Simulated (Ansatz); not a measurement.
# C3H9In (trimethylindium (TMIn)): CCSD(T)/def2-SVP (core potential)

What is the vertical ionisation energy of C3H9In (trimethylindium (TMIn)) at CCSD(T)/def2-SVP (core potential)? 

The results are computed with Ansatz 0.2.0.

35 further runs of the same task are left out: 2 that didn't finish, 33 set aside as unsound or not needed.

## (1) Starting point

The species is C3H9In (13 atoms), meant as a singlet with charge 0. SMILES: `[CH3][In]([CH3])[CH3]`. The shape is that of a PBE0-D4/def2-TZVP optimisation.

Bond lengths: C1–In2 2.164 Å, In2–C3 2.164 Å, In2–C4 2.164 Å, C1–H5 1.091 Å, C1–H6 1.094 Å, C1–H7 1.091 Å, C3–H8 1.091 Å, C3–H9 1.091 Å, C3–H10 1.094 Å, C4–H11 1.091 Å, C4–H12 1.094 Å, C4–H13 1.091 Å. Some angles: C1–In2–C3 120.0°, C1–In2–C4 120.1°, C3–In2–C4 119.9°, In2–C1–H5 111.3°, In2–C1–H6 109.3°, In2–C1–H7 111.3°, In2–C3–H8 111.3°, In2–C3–H9 111.4°, In2–C3–H10 109.2°, In2–C4–H11 111.4°.

## (2) A single-point energy at CCSD(T)/def2-SVP (core potential)

job.yaml reads:

```yaml
basis:
  gaussian:
    orbitals: def2-SVP
crystal:
  periodic: [false, false, false]
  atoms:
    - symbol: C
      position_ang: [-0.506200, 1.897900, -0.902800]
    - symbol: In
      position_ang: [0.007900, -0.003300, -0.006900]
    - symbol: C
      position_ang: [1.475300, -0.088600, 1.581000]
    - symbol: C
      position_ang: [-0.956600, -1.818200, -0.683200]
    - symbol: H
      position_ang: [0.329400, 2.598000, -0.853700]
    - symbol: H
      position_ang: [-1.344900, 2.339400, -0.357000]
    - symbol: H
      position_ang: [-0.811500, 1.777000, -1.943300]
    - symbol: H
      position_ang: [1.276400, -0.918200, 2.261200]
    - symbol: H
      position_ang: [1.500700, 0.842500, 2.149300]
    - symbol: H
      position_ang: [2.467200, -0.242700, 1.146600]
    - symbol: H
      position_ang: [-1.254700, -1.743900, -1.730100]
    - symbol: H
      position_ang: [-1.858700, -1.990800, -0.089300]
    - symbol: H
      position_ang: [-0.304000, -2.683700, -0.557100]
correlation:
  method: ccsd_t
  frozen_orbitals: {C: 1, H: 0, In: 4}
accuracy: high
scf:
  omitted_lower_state_checks: [cluster_reference, increment]
```

Run with:

```bash
$ ansatz run job.yaml --threads 1 --pin off --max-ram 3480MiB --events-out events.jsonl --progress --plain --runs-dir runs
```

Standard output, shortened:

```text
Warning: RAYON_NUM_THREADS=1 ignored (pool sized by the plan → 1); use --threads N
Functional definition: HF
  name "HF"
[...]
2860 factors; integrals over basis functions are off by at most 1.9e-8 eV
[...]
mean field -8379.31966098 eV, -307.9343178342 hartree, gradient 2.2e-8 eV, S^2 0.000000; 0 other end points of the search recorded, 0 dependent functions left out
7 core orbitals not correlated: weight in the atoms' cores, before any rotation towards them, 1.000 or more for the frozen orbitals, at most 0.000 for the correlated occupied ones
reference -8379.31966098 eV, -307.9343178342 hartree; 17, 17 occupied and 89, 89 virtual orbitals, 2860 factors
second order -14.61776989 eV of doubles, -0.00000000 eV of singles
cycle   1  -15.66878914 eV  change    -1.1e0 eV  update   8.4e-2
[...]
cycle  20  -16.17239847 eV  change   7.6e-10 eV  update   2.2e-9
perturbative correction -0.47974003 eV, -0.0176301208 hartree
Total energy: -8395.97179948 eV, -308.5462726368 hartree
Checks for a lower state left out: cluster_reference, increment
```

It took 1.7 min on 1 thread of Arm Neoverse V1, shared host; peak memory 1.2 GiB.

## (3) The doublet cation, same level

run.yaml reads:

```yaml
crystal:
  periodic: [false, false, false]
  atoms:
    - {symbol: C, position_ang: [-0.506200, 1.897900, -0.902800]}
    - {symbol: In, position_ang: [0.007900, -0.003300, -0.006900]}
    - {symbol: C, position_ang: [1.475300, -0.088600, 1.581000]}
    - {symbol: C, position_ang: [-0.956600, -1.818200, -0.683200]}
    - {symbol: H, position_ang: [0.329400, 2.598000, -0.853700]}
    - {symbol: H, position_ang: [-1.344900, 2.339400, -0.357000]}
    - {symbol: H, position_ang: [-0.811500, 1.777000, -1.943300]}
    - {symbol: H, position_ang: [1.276400, -0.918200, 2.261200]}
    - {symbol: H, position_ang: [1.500700, 0.842500, 2.149300]}
    - {symbol: H, position_ang: [2.467200, -0.242700, 1.146600]}
    - {symbol: H, position_ang: [-1.254700, -1.743900, -1.730100]}
    - {symbol: H, position_ang: [-1.858700, -1.990800, -0.089300]}
    - {symbol: H, position_ang: [-0.304000, -2.683700, -0.557100]}
basis:
  gaussian:
    orbitals: def2-SVP
total_charge: 1
magnetization:
  spin_polarized: true
  initial_magnetization: 1
correlation:
  method: ccsd_t
  frozen_orbitals: {C: 1, H: 0, In: 4}
accuracy: high
scf:
  omitted_lower_state_checks: [cluster_reference, increment]
```

Run with:

```bash
$ ansatz run run.yaml --threads 1 --pin off --max-ram 3480MiB --events-out events.jsonl --progress --plain --runs-dir runs
```

Standard output, shortened:

```text
Warning: RAYON_NUM_THREADS=1 ignored (pool sized by the plan → 1); use --threads N
[... 2 set-up lines as earlier in the session ...]
[...]
2859 factors; integrals over basis functions are off by at most 1.9e-8 eV
[...]
mean field -8371.08888473 eV, -307.6318423861 hartree, gradient 1.6e-8 eV, S^2 0.869099; 4 other end points of the search recorded, 0 dependent functions left out
7 core orbitals not correlated: weight in the atoms' cores, before any rotation towards them, 1.000 or more for the frozen orbitals, at most 0.000 for the correlated occupied ones
reference -8371.08888473 eV, -307.6318423861 hartree; 17, 16 occupied and 89, 90 virtual orbitals, 2859 factors
second order -13.71966344 eV of doubles, -0.00000000 eV of singles
cycle   1  -14.85107729 eV  change    -1.1e0 eV  update   9.9e-2
[...]
cycle  28  -15.47118753 eV  change   7.1e-10 eV  update   1.2e-9
perturbative correction -0.48607125 eV, -0.0178627888 hartree
Total energy: -8387.04614350 eV, -308.2182608297 hartree
Checks for a lower state left out: cluster_reference, increment
```

Wall time 9 min (1 thread of Arm Neoverse V1, shared host); peak memory 2.6 GiB.

## (4) What came out

At CCSD(T)/def2-SVP (core potential), 7 core orbitals frozen:

| quantity | value |
| --- | --- |
| singlet C3H9In: total energy | -308.54627 Eh |
| singlet C3H9In: correlation energy (7 core orbitals frozen) | -612.0 mEh |
| singlet C3H9In: (T) correction | -17.63 mEh |
| singlet C3H9In: T1 diagnostic | 0.009 |
| doublet cation: total energy | -308.21826 Eh |
| doublet cation: correlation energy (7 core orbitals frozen) | -586.4 mEh |
| doublet cation: (T) correction | -17.86 mEh |
| doublet cation: ⟨S²⟩ of the reference determinant | 0.869 |
| doublet cation: T1 diagnostic | 0.017 |
| vertical ionisation energy (to the doublet cation) | 8.926 eV |

**Reading.** Removing an electron at fixed nuclei costs 8.93 eV (861 kJ/mol). The triples (singlet C3H9In) make up 2.9 % of the correlation energy. ⟨S²⟩ (doublet cation) is 0.87 where a pure doublet has 0.75: the reference is spin-contaminated. The triples (doublet cation) make up 3.0 % of the correlation energy.
